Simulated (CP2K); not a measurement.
Crystal: AgRh.

```xyz
2
Lattice="2.7776 0.0000 0.0000 -1.3888 2.4055 0.0000 0.0000 0.0000 4.8086" Properties=species:S:1:pos:R:3 pbc="T T T"
Ag    0.0000    0.0000    2.4043
Rh    1.3888    0.8018    0.0000
```

The cell comes from a database or a generator and needn't be the stable form of this composition.

| Quantity | Value |
| --- | --- |
| Program | CP2K 2026.2 |
| Task | single point |
| Functional | PBEsol |
| Potentials or basis | POTENTIAL_UZH Ag GTH-PBE-q11, Rh GTH-PBE-q17; TZVP-MOLOPT-PBE-GTH basis |
| Density cutoff | 6123 eV |
| k mesh | 11 × 11 × 6 |
| Occupations | fermi-dirac, width 0.05 eV |
| Spin | no spin polarisation |

On this cell: pressure -9.6 GPa; largest force under 0.003 eV/Å; band gap on the k mesh none (metal or under the smearing width).

The same run follows on a disturbed copy (atoms moved at random, drawn with an rms of 0.05 Å):

```xyz
2
Lattice="2.7776 0.0000 0.0000 -1.3888 2.4055 0.0000 0.0000 0.0000 4.8086" Properties=species:S:1:pos:R:3 pbc="T T T"
Ag   -0.0691   -0.0115    2.4209
Rh    1.4279    0.7566   -0.0426
```

What does the disturbed cell give?

The energy (extrapolated to zero smearing) moves by +9.0 meV/atom; pressure -9.2 GPa; largest force 0.410 eV/Å; band gap on the k mesh none (metal or under the smearing width).

Forces in eV/Å, atoms in the order of the input:
```
Ag   0.111 -0.048 -0.392
Rh  -0.111  0.046  0.391
```

Stress tensor (GPa, compression positive):
```
-9.13 -0.57 -0.33
-0.57 -9.51  0.14
-0.33  0.14 -8.87
```

Caveats: the potentials were made for another functional, which shifts forces and pressure; the basis of atomic orbitals isn't converged, which shifts pressures, moduli and gaps.
